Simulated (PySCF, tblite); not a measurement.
# C₄H₁₂GeO: geometry, infrared bands, NMR shifts, spin-spin couplings and electronic excitations, part 2 of 2

tblite 0.8.0 and PySCF 2.14.0. Atoms count from 0.

## (6) Indirect couplings: B3LYP/pcSseg-1+pcJ-1

Job settings and geometry (Å):

```
{"job": {"kind": "j", "xc": "B3LYP", "basis": "pcJ-1"}, "charge": 0, "multiplicity": 1}
C     -3.745009     0.688061     1.448939
C     -2.787385     0.255372     0.361839
O     -1.475429     0.558888     0.756089
Ge    -0.085494     0.044955    -0.241181
C      1.498955     0.609824     0.736463
C      2.799298     0.143275     0.092717
H     -3.526089     0.154790     2.386058
H     -4.787546     0.481575     1.162078
H     -3.641470     1.766670     1.640038
H     -3.043701     0.767607    -0.588569
H     -2.905881    -0.832070     0.172659
H     -0.149928    -1.492802    -0.413612
H     -0.197580     0.717121    -1.631671
H      1.462574     1.708253     0.813350
H      1.396840     0.222162     1.762793
H      2.849543    -0.955146     0.023455
H      2.914873     0.539346    -0.929094
H      3.677854     0.473601     0.668801
```

Method: B3LYP/pcJ-1 Ge:pcSseg-1 indirect spin-spin coupling, non-relativistic, gas phase.

Standard output:

```text
coarse grid: 62984 points
cycle   1  E = -2311.5585790140  dE = -3.774e-01  |g| = 1.239e+00  |ddm| = 3.280e+00
cycle   2  E = -2311.1222337977  dE =  4.363e-01  |g| = 1.934e+00  |ddm| = 2.359e+00
cycle   3  E = -2311.7200574103  dE = -5.978e-01  |g| = 3.743e-01  |ddm| = 1.945e+00
cycle   4  E = -2311.7431971570  dE = -2.314e-02  |g| = 9.993e-02  |ddm| = 3.047e-01
cycle   5  E = -2311.7446315379  dE = -1.434e-03  |g| = 2.106e-02  |ddm| = 8.456e-02
cycle   6  E = -2311.7447357067  dE = -1.042e-04  |g| = 6.520e-03  |ddm| = 2.295e-02
cycle   7  E = -2311.7447444324  dE = -8.726e-06  |g| = 1.209e-03  |ddm| = 5.169e-03
final grid: 133544 points
cycle   8  E = -2311.7447226503  dE =  9.496e-08  |g| = 1.504e-03  |ddm| = 2.920e-03
cycle   9  E = -2311.7447222019  dE =  4.484e-07  |g| = 2.157e-03  |ddm| = 3.012e-03
cycle  10  E = -2311.7447231252  dE = -9.233e-07  |g| = 2.835e-04  |ddm| = 1.739e-03
cycle  11  E = -2311.7447231399  dE = -1.467e-08  |g| = 5.120e-05  |ddm| = 2.227e-04
cycle  12  E = -2311.7447231403  dE = -4.202e-10  |g| = 7.106e-06  |ddm| = 4.559e-05
converged SCF energy = -2311.7447231403

Indirect spin-spin couplings (Hz)
  i      j    bonds     total        FC       PSO       DSO        SD
  0 C    1 C    1     41.994    42.464    -0.685     0.215         -
  0 C    2 O    2     -9.497    -9.688     0.224    -0.034         -
  0 C    6 H    1    134.865   133.081     1.125     0.658         -
  0 C    7 H    1    129.048   127.136     1.297     0.615         -
  0 C    8 H    1    134.771   132.993     1.121     0.658         -
  0 C    9 H    2     -1.580    -1.538     0.094    -0.135         -
  0 C   10 H    2     -1.868    -1.831     0.088    -0.126         -
  0 C   11 H    4     -0.160    -0.094     0.164    -0.230         -
  1 C    2 O    1     21.887    22.315    -0.246    -0.182         -
  1 C    4 C    3      2.379     2.495     0.006    -0.122         -
  1 C    6 H    2     -6.093    -6.094     0.068    -0.067         -
  1 C    7 H    2      1.657     1.598     0.142    -0.083         -
  1 C    8 H    2     -6.174    -6.182     0.075    -0.067         -
  1 C    9 H    1    142.364   141.119     0.123     1.122         -
  1 C   10 H    1    140.994   139.725     0.133     1.136         -
  1 C   11 H    3      0.821     0.882    -0.003    -0.058         -
  1 C   12 H    3      0.320     0.404     0.013    -0.097         -
  1 C   13 H    4     -0.425    -0.293     0.179    -0.311         -
  1 C   14 H    4     -0.418    -0.300     0.165    -0.284         -
  1 C   16 H    5     -0.158     0.004     0.143    -0.306         -
  1 C   17 H    5      0.421     0.518     0.188    -0.285         -
  2 O    4 C    2     -6.174    -6.389     0.193     0.023         -
  2 O    5 C    3     -2.000    -2.127     0.063     0.064         -
  2 O    6 H    3     -1.927    -1.741    -0.055    -0.131         -
  2 O    7 H    3    -14.401   -14.430    -0.146     0.175         -
  2 O    8 H    3     -2.237    -2.038    -0.059    -0.140         -
  2 O    9 H    2     -3.854    -3.196    -0.619    -0.039         -
  2 O   10 H    2     -3.239    -2.565    -0.635    -0.039         -
  2 O   11 H    2     -2.343    -2.607    -0.078     0.341         -
  2 O   12 H    2     -2.750    -3.005    -0.090     0.345         -
  2 O   13 H    3      0.595     0.628     0.003    -0.036         -
  2 O   14 H    3      0.291     0.347     0.028    -0.083         -
  2 O   15 H    4      0.204     0.016    -0.051     0.239         -
  2 O   16 H    4      0.270     0.071    -0.059     0.257         -
  2 O   17 H    4     -2.450    -2.538    -0.091     0.178         -
  4 C    5 C    1     36.124    36.057    -0.171     0.239         -
  4 C    9 H    4     -0.447    -0.167     0.162    -0.442         -
  4 C   10 H    4     -0.438    -0.138     0.152    -0.452         -
  4 C   11 H    2     10.910    11.494     0.028    -0.613         -
  4 C   12 H    2     11.549    12.148     0.024    -0.623         -
  4 C   13 H    1    136.085   133.636     1.249     1.200         -
  4 C   14 H    1    136.364   133.927     1.232     1.205         -
  4 C   15 H    2     -2.955    -3.246     0.277     0.014         -
  4 C   16 H    2     -2.986    -3.274     0.276     0.013         -
  4 C   17 H    2     -2.985    -3.241     0.304    -0.048         -
  5 C    9 H    5     -0.196    -0.039     0.137    -0.293         -
  5 C   10 H    5     -0.207    -0.048     0.122    -0.281         -
  5 C   11 H    3      0.025     0.078     0.028    -0.081         -
  5 C   12 H    3     -0.532    -0.430     0.052    -0.153         -
  5 C   13 H    2     -3.862    -4.079     0.305    -0.087         -
  5 C   14 H    2     -3.909    -4.124     0.301    -0.086         -
  5 C   15 H    1    132.153   130.217     1.229     0.708         -
  5 C   16 H    1    131.605   129.656     1.243     0.706         -
  5 C   17 H    1    135.969   134.144     1.186     0.639         -
  6 H    7 H    2    -13.692   -13.876     2.731    -2.547         -
  6 H    8 H    2    -12.985   -13.207     2.582    -2.360         -
  6 H    9 H    3     15.575    15.517     2.718    -2.660         -
  6 H   10 H    3      6.069     5.933     0.351    -0.215         -
  6 H   12 H    5     -0.407     0.193     0.876    -1.477         -
  6 H   15 H    7     -0.223    -0.002     0.254    -0.475         -
  6 H   16 H    7     -0.281    -0.002     0.452    -0.730         -
  7 H    8 H    2    -13.874   -14.057     2.726    -2.543         -
  7 H    9 H    3      2.296     2.188     0.333    -0.225         -
  7 H   10 H    3      2.089     1.974     0.369    -0.254         -
  7 H   13 H    6     -0.191    -0.011     0.600    -0.780         -
  7 H   14 H    6     -0.154     0.001     0.572    -0.726         -
  7 H   15 H    7     -0.220     0.004     0.468    -0.692         -
  7 H   16 H    7     -0.233     0.004     0.494    -0.731         -
  8 H    9 H    3      5.631     5.515     0.416    -0.301         -
  8 H   10 H    3     15.532    15.465     2.714    -2.647         -
  8 H   11 H    5     -0.287     0.230     0.875    -1.392         -
  8 H   12 H    5     -0.242     0.002     0.429    -0.673         -
  8 H   15 H    7     -0.267    -0.002     0.443    -0.708         -
  8 H   16 H    7     -0.251    -0.002     0.357    -0.606         -
  9 H   10 H    2     -9.440    -9.983     1.868    -1.325         -
  9 H   11 H    4     -0.221     0.287     0.434    -0.943         -
  9 H   12 H    4      0.572    -0.004    -0.838     1.414         -
  9 H   13 H    5     -0.418     0.047     0.412    -0.876         -
  9 H   14 H    5     -0.473     0.138     0.866    -1.477         -
  9 H   15 H    6     -0.570     0.002     0.514    -1.085         -
  9 H   16 H    6     -0.478     0.015     0.302    -0.796         -
  9 H   17 H    6     -0.403    -0.041     0.649    -1.011         -
 10 H   11 H    4      0.707    -0.024    -1.040     1.771         -
 10 H   12 H    4     -0.294     0.239     0.312    -0.845         -
 10 H   13 H    5     -0.565     0.136     0.876    -1.577         -
 10 H   14 H    5     -0.457     0.020     0.405    -0.882         -
 10 H   15 H    6     -0.452     0.020     0.204    -0.676         -
 10 H   16 H    6     -0.591     0.000     0.465    -1.056         -
 10 H   17 H    6     -0.396    -0.024     0.629    -1.001         -
 11 H   12 H    2     29.633    32.713     0.848    -3.928         -
 11 H   13 H    3      6.339     8.780     1.593    -4.034         -
 11 H   14 H    3     -1.055    -0.320     0.233    -0.967         -
 11 H   15 H    4      0.468    -0.101    -0.785     1.353         -
 11 H   16 H    4     -0.469    -0.013     0.286    -0.742         -
 11 H   17 H    4     -0.525    -0.215     0.990    -1.300         -
 12 H   13 H    3     -0.276     0.291     0.097    -0.664         -
 12 H   14 H    3      5.978     8.430     1.582    -4.034         -
 12 H   15 H    4     -0.639     0.053     0.429    -1.121         -
 12 H   16 H    4      0.293    -0.103    -0.648     1.044         -
 12 H   17 H    4     -0.303     0.084     0.983    -1.370         -
 13 H   14 H    2    -14.279   -15.452     2.311    -1.138         -
 13 H   15 H    3     18.874    18.640     2.712    -2.477         -
 13 H   16 H    3      4.313     3.938     0.512    -0.137         -
 13 H   17 H    3      5.249     4.980     0.507    -0.238         -
 14 H   15 H    3      4.272     3.894     0.509    -0.131         -
 14 H   16 H    3     19.223    18.989     2.705    -2.471         -
 14 H   17 H    3      5.399     5.129     0.504    -0.234         -
 15 H   16 H    2    -13.736   -14.242     2.586    -2.080         -
 15 H   17 H    2    -14.298   -14.658     2.653    -2.293         -
 16 H   17 H    2    -14.446   -14.806     2.646    -2.286         -
```

Wall time 83 s (1 thread of Arm Neoverse V2, shared host); peak memory 1.3 GiB.

A choice of the couplings up to four bonds, sorted by the number of bonds, with means over like pairs; isotopes 13C, 1H, 17O:

| pair | bonds | J (Hz) | Fermi contact (Hz) | dihedral (°) |
| --- | --- | --- | --- | --- |
| C1–H9 | 1 | 141.7 | 140.4 | – |
| C4–H13 | 1 | 136.2 | 133.8 | – |
| C5–H15 | 1 | 133.2 | 131.3 | – |
| C0–H6 | 1 | 132.9 | 131.1 | – |
| C0–C1 | 1 | 42.0 | 42.5 | – |
| C4–C5 | 1 | 36.1 | 36.1 | – |
| C1–O2 | 1 | 21.9 | 22.3 | – |
| H11–H12 | 2 | 29.6 | 32.7 | – |
| H13–H14 | 2 | -14.3 | -15.5 | – |
| H15–H16 | 2 | -14.2 | -14.6 | – |
| H6–H7 | 2 | -13.5 | -13.7 | – |
| C4–H11 | 2 | 11.2 | 11.8 | – |
| C0–O2 | 2 | -9.5 | -9.7 | – |
| H9–H10 | 2 | -9.4 | -10.0 | – |
| O2–C4 | 2 | -6.2 | -6.4 | – |
| C5–H13 | 2 | -3.9 | -4.1 | – |
| H13–H15 | 3 | 9.6 | 9.3 | – |
| H6–H9 | 3 | 7.9 | 7.8 | – |
| O2–H6 | 3 | -6.2 | -6.1 | – |
| H11–H13 | 3 | 6.2 | 8.6 | -180 |
| C1–C4 | 3 | 2.4 | 2.5 | -177 |
| O2–C5 | 3 | -2.0 | -2.1 | 175 |

The spin-dipole term was not solved, so all couplings lack that part.

The response was solved for the nuclei of C, H alone, so couplings that need other nuclei can be missing.

Quadrupole couplings from the field gradients of the same density:

| atom | isotope | eQq/h (MHz) | η |
| --- | --- | --- | --- |
| Ge3 | 73Ge | -62.9 | 0.24 |
| O2 | 17O | -10.2 | 0.72 |

Joined with the shifts from before (PBE0/pcSseg-1, unscaled), the couplings predict the line list below for 500 MHz.

1H NMR δ 4.88 (t, J = 1.6 Hz, 2H), 3.57 (q, J = 7.9 Hz, 2H), 1.19 (t, J = 7.9 Hz, 3H), 1.09 (m, 2H), 1.03 (m, 3H). The letters are first-order; like nuclei with unlike couplings give more lines.

## (7) TDDFT and polarisability: wB97X-D/def2-SVPD

Same as in step 6 but for these lines:

```diff
@@ -1,2 +1,2 @@
-{"job": {"kind": "j", "xc": "B3LYP", "basis": "pcJ-1"}, "charge": 0, "multiplicity": 1}
+{"job": {"kind": "uv", "xc": "wB97X-D", "basis": "def2-SVPD", "ip": true}, "charge": 0, "multiplicity": 1}
 C     -3.745009     0.688061     1.448939
```

Method: TDDFT wB97X-D/def2-SVPD, vertical, gas phase, core orbitals frozen in the response.

Standard output:

```text
coarse grid: 62984 points
cycle   1  E = -2311.3507256268  dE = -2.182e-01  |g| = 7.712e-01  |ddm| = 5.109e+00
cycle   2  E = -2311.2852392794  dE =  6.549e-02  |g| = 1.007e+00  |ddm| = 1.745e+00
cycle   3  E = -2311.4592433401  dE = -1.740e-01  |g| = 7.620e-02  |ddm| = 9.253e-01
cycle   4  E = -2311.4602268011  dE = -9.835e-04  |g| = 3.908e-02  |ddm| = 1.265e-01
cycle   5  E = -2311.4604833448  dE = -2.565e-04  |g| = 4.338e-03  |ddm| = 5.246e-02
cycle   6  E = -2311.4604874587  dE = -4.114e-06  |g| = 1.493e-03  |ddm| = 1.148e-02
final grid: 133544 points
cycle   7  E = -2311.4599049808  dE = -1.781e-06  |g| = 1.409e-03  |ddm| = 1.120e-02
cycle   8  E = -2311.4599051240  dE = -1.433e-07  |g| = 1.220e-03  |ddm| = 3.348e-03
cycle   9  E = -2311.4599053517  dE = -2.277e-07  |g| = 9.556e-05  |ddm| = 1.412e-03
cycle  10  E = -2311.4599053533  dE = -1.667e-09  |g| = 6.044e-05  |ddm| = 1.909e-04
cycle  11  E = -2311.4599053541  dE = -7.894e-10  |g| = 1.508e-05  |ddm| = 1.147e-04
converged SCF energy = -2311.4599053541

Static polarisability (au): isotropic 85.917, principal 74.460 79.944 103.347

Singlet excitations
state   eV       nm        f      main configurations
  1   6.9323    178.9   0.00098   H->L+1 0.45, H->L 0.39
  2   7.5698    163.8   0.03465   H->L+1 0.46, H->L 0.37
  3   7.7271    160.5   0.03888   H-1->L 0.63, H-1->L+1 0.22
  4   7.8949    157.0   0.02938   H->L+2 0.78
  5   8.1207    152.7   0.01301   H-2->L 0.35, H-1->L+1 0.33, H-2->L+1 0.14
  6   8.2577    150.1   0.03023   H-2->L+1 0.41, H-1->L+1 0.17, H-1->L 0.10
  7   8.4033    147.5   0.01966   H->L+3 0.66, H-3->L+1 0.13
  8   8.6607    143.2   0.02963   H-3->L 0.36, H-3->L+1 0.08
  9   8.6771    142.9   0.07231   H-3->L 0.17, H-2->L 0.14, H-1->L+2 0.14
 10   8.7846    141.1   0.22117   H-1->L+2 0.58, H-2->L 0.10, H-2->L+1 0.09

Triplet excitations (Tamm-Dancoff, eV): 6.6643 7.3971 7.4343 7.7137
Vertical ionisation energy (delta-SCF) = 9.6485 eV
```

Run time: 3.9 min. Hardware: 1 thread of Arm Neoverse V2, shared host; peak memory 1.3 GiB.

The orbitals next to the gap, with their largest atomic shares:

| orbital | eV | atoms |
| --- | --- | --- |
| HOMO−3 | -11.13 | Ge3 26 %, H11 16 %, H12 15 % |
| HOMO−2 | -10.41 | O2 31 %, C4 13 %, C1 12 % |
| HOMO−1 | -10.16 | O2 25 %, C4 21 %, Ge3 18 % |
| HOMO | -9.44 | O2 56 %, C1 14 %, Ge3 8 % |
| LUMO | 2.02 | Ge3 25 %, C5 18 %, H12 8 % |
| LUMO+1 | 2.14 | Ge3 44 %, C1 9 %, H12 8 % |
| LUMO+2 | 2.65 | Ge3 22 %, O2 13 %, C4 12 % |

With each of the 10 states as a Gaussian band of 0.4 eV half-width at 1/e, the curve within the window shown has maxima at 142 nm (ε 14,000) L/(mol cm). Beyond the last state computed it falls off for lack of states. The curve at chosen wavelengths:

| nm | ε (L/mol/cm) |
| --- | --- |
| 136 | 6592 |
| 138 | 10201 |
| 141 | 13501 |
| 143 | 13168 |
| 145 | 11264 |
| 148 | 7732 |
| 150 | 6011 |
| 153 | 4756 |
| 155 | 4521 |
| 157 | 4462 |
| 160 | 4252 |
| 162 | 3876 |
| 164 | 3315 |
| 167 | 2304 |
| 169 | 1660 |
| 171 | 1123 |
| 174 | 565 |
| 176 | 341 |
| 178 | 203 |
| 181 | 96 |
| 183 | 60 |
| 186 | 32 |
| 188 | 22 |
| 190 | 14 |
| 193 | 7 |
| 195 | 5 |

Leading natural transition orbitals of singlet state 10: the hole lies on O2 47 %; H11, H12 about 9 % each; Ge3 7 %; the particle on H11, H12 about 20 % each; H10, H13, H14 about 9 % each; H9 7 %.

Leading natural transition orbitals of singlet state 1: the hole lies on O2 62 %; 4 H atoms about 8 % each; the particle on Ge3 17 %; H11, H12 about 16 % each; O2 13 %.

Further results of this job:

| property | computed |
| --- | --- |
| dipole moment (D) | 0.90 |
| polarisability (Å³) | 12.73 |
| HOMO–LUMO gap (eV) | 11.46 |
| −ε(HOMO) (eV) | 9.44 |

## (8) Nuclear shieldings: wB97X-D/pcSseg-1

Same as in step 7 but for these lines:

```diff
@@ -1,2 +1,2 @@
-{"job": {"kind": "uv", "xc": "wB97X-D", "basis": "def2-SVPD", "ip": true}, "charge": 0, "multiplicity": 1}
+{"job": {"kind": "nmr", "xc": "wB97X-D", "basis": "pcSseg-1", "pop": false}, "charge": 0, "multiplicity": 1}
 C     -3.745009     0.688061     1.448939
```

Method: GIAO wB97X-D/pcSseg-1 NMR shielding, non-relativistic, gas phase.

Standard output:

```text
coarse grid: 62984 points
cycle   1  E = -2311.5017611404  dE = -2.377e-01  |g| = 1.082e+00  |ddm| = 3.575e+00
cycle   2  E = -2311.4284264896  dE =  7.333e-02  |g| = 1.235e+00  |ddm| = 1.295e+00
cycle   3  E = -2311.6350446457  dE = -2.066e-01  |g| = 1.365e-01  |ddm| = 8.125e-01
cycle   4  E = -2311.6379564734  dE = -2.912e-03  |g| = 5.483e-02  |ddm| = 1.069e-01
cycle   5  E = -2311.6383425921  dE = -3.861e-04  |g| = 5.349e-03  |ddm| = 3.393e-02
cycle   6  E = -2311.6383477523  dE = -5.160e-06  |g| = 2.111e-03  |ddm| = 6.918e-03
final grid: 133544 points
cycle   7  E = -2311.6378462159  dE = -2.356e-06  |g| = 1.843e-03  |ddm| = 3.691e-03
cycle   8  E = -2311.6378465010  dE = -2.851e-07  |g| = 1.502e-03  |ddm| = 2.051e-03
cycle   9  E = -2311.6378469885  dE = -4.875e-07  |g| = 1.034e-04  |ddm| = 8.854e-04
cycle  10  E = -2311.6378469904  dE = -1.930e-09  |g| = 7.235e-05  |ddm| = 1.177e-04
cycle  11  E = -2311.6378469915  dE = -1.096e-09  |g| = 1.377e-05  |ddm| = 7.515e-05
cycle  12  E = -2311.6378469916  dE = -5.866e-11  |g| = 4.808e-06  |ddm| = 2.005e-05
converged SCF energy = -2311.6378469916

GIAO shielding tensors (ppm)
atom      isotropic    diamagn.    paramagn.     s11        s22        s33       span
  0 C      163.667     244.853     -81.186    145.778    161.806    183.416     37.638
  1 C      120.433     242.257    -121.824     91.141    102.589    167.569     76.429
  2 O      308.188     406.711     -98.524    290.915    303.027    330.622     39.707
  3 Ge    1330.645    2759.265   -1428.620   1197.283   1284.108   1510.545    313.263
  4 C      177.148     253.555     -76.407    165.124    175.787    190.534     25.410
  5 C      176.561     245.171     -68.610    169.946    172.367    187.370     17.424
  6 H       30.027      28.630       1.398     26.321     28.600     35.162      8.840
  7 H       30.516      25.194       5.323     26.615     27.495     37.439     10.824
  8 H       30.011      28.182       1.829     26.320     28.521     35.193      8.872
  9 H       27.827      30.453      -2.626     22.414     27.859     33.206     10.792
 10 H       27.901      31.022      -3.121     22.452     28.155     33.096     10.644
 11 H       26.591      31.501      -4.911     20.424     22.786     36.562     16.137
 12 H       26.515      31.288      -4.773     20.290     22.547     36.708     16.418
 13 H       30.340      32.204      -1.865     24.854     29.615     36.550     11.695
 14 H       30.384      32.648      -2.264     24.761     29.856     36.533     11.772
 15 H       30.502      29.631       0.871     25.425     29.008     37.072     11.647
 16 H       30.535      29.363       1.171     25.480     28.937     37.187     11.707
 17 H       30.053      26.758       3.295     24.994     27.150     38.015     13.021
```

It took 27 s on 1 thread of Arm Neoverse V2, shared host; peak memory 1 GiB.

This run: δ C1 64.1, C0 20.9, C5 8.0, C4 7.4, H11 4.83, H9 3.52 ppm (means over like atoms).

## (9) Comparing the runs: NMR shifts

Shifts (ppm) of some atoms, chosen among heavy atoms and hydrogens apart, means over like atoms, with basis size and wall time:

| run | C1 | C0 | C4 | H9 | H13 | O2 | Ge3 | functions | time |
| --- | --- | --- | --- | --- | --- | --- | --- | --- | --- |
| PBE0/pcSseg-1 | 64.9 | 20.7 | 8.4 | 3.57 | 1.09 | 32.0 | 0 | 186 | 29 s |
| wB97X-D/pcSseg-1 | 64.1 | 20.9 | 7.4 | 3.52 | 1.02 | 25.0 | -1 | 186 | 27 s |

## (10) Outcome

This closing draws on all 2 parts.

| quantity | value |
| --- | --- |
| strongest single infrared mode (GFN2-xTB) | 1873 cm⁻¹, 622 km/mol |
| zero-point energy (GFN2-xTB) | 91.9 kcal/mol |
| point group | C1 |
| rotational constants (main isotopes) | 8.14, 0.97, 0.90 GHz |
| 13C shifts against TMS (PBE0/pcSseg-1) | 64.9, 20.7, 8.4, 7.9 ppm |
| 1H shifts against TMS (PBE0/pcSseg-1, means over atoms taken as alike) | 4.88, 3.57, 1.19, 1.09, 1.03 ppm |
| 17O shifts against H2O (PBE0/pcSseg-1) | 32.0 ppm |
| 73Ge shifts against GeMe4 (PBE0/pcSseg-1) | 0 ppm |
| surface potential, 1st and 99th percentile | -1.50 V and 0.84 V |
| largest coupling of the table (B3LYP/pcSseg-1+pcJ-1) | 1J(C,H) C1–H9, 141.7 Hz |
| lowest singlet (wB97X-D/def2-SVPD) | 6.93 eV (179 nm), f = 0.001 |
| brightest single state of those computed | state 10, 8.78 eV, f = 0.221 |
| lowest triplet | 6.66 eV |
| vertical ionisation energy (ΔSCF) | 9.65 eV |
| range of the shift of O2 | 25.0 to 32.0 ppm |

**Reading.** Relaxing lowered the energy by 0.527 eV in 168 steps; the close pair that moved most is Ge3–H11, from 1.575 to 1.521 Å (GFN2-xTB). All 48 modes are real, so the xTB geometry is a minimum. The strongest single mode, at 1873 cm⁻¹, moves mainly H12 and H11. GFN2-xTB is a fitted tight-binding method: band positions and strengths are rough. Its intensities can rank the bands wrongly. Over 5 steps the energy fell by 0.143 eV; of the close pairs, C0–H6 changed most, 1.068 to 1.100 Å (PBE0/def2-SVP). No frequency check was run at this level, so the end point may be a saddle. At PBE0/pcSseg-1: Shielding is most anisotropic at Ge3 (span 310 ppm, paramagnetic term -1429 ppm). Couplings across rotatable bonds belong to this one conformer; where others are populated, the observed values are averages, and the simulated multiplets take (2 J gauche + J anti)/3 across rotating chain bonds. The lowest singlet, at 6.93 eV, is HOMO→LUMO+1 0.45, HOMO→LUMO 0.39 and is dark; of the 10 states computed, the strongest absorption comes from state 10 at 8.78 eV (the last computed, so partners may be missing). The lowest triplet lies 0.27 eV below the lowest singlet (triplets in Tamm-Dancoff, singlets in full TDDFT). ΔSCF puts the ionisation energy at 9.65 eV, 0.21 eV above −ε(HOMO). Across the 2 runs the shift of O2 moves most, between 25.0 (wB97X-D/pcSseg-1) and 32.0 ppm (PBE0/pcSseg-1). Spin-orbit coupling is left out, which matters for shieldings and couplings at and beside the heavy atoms.
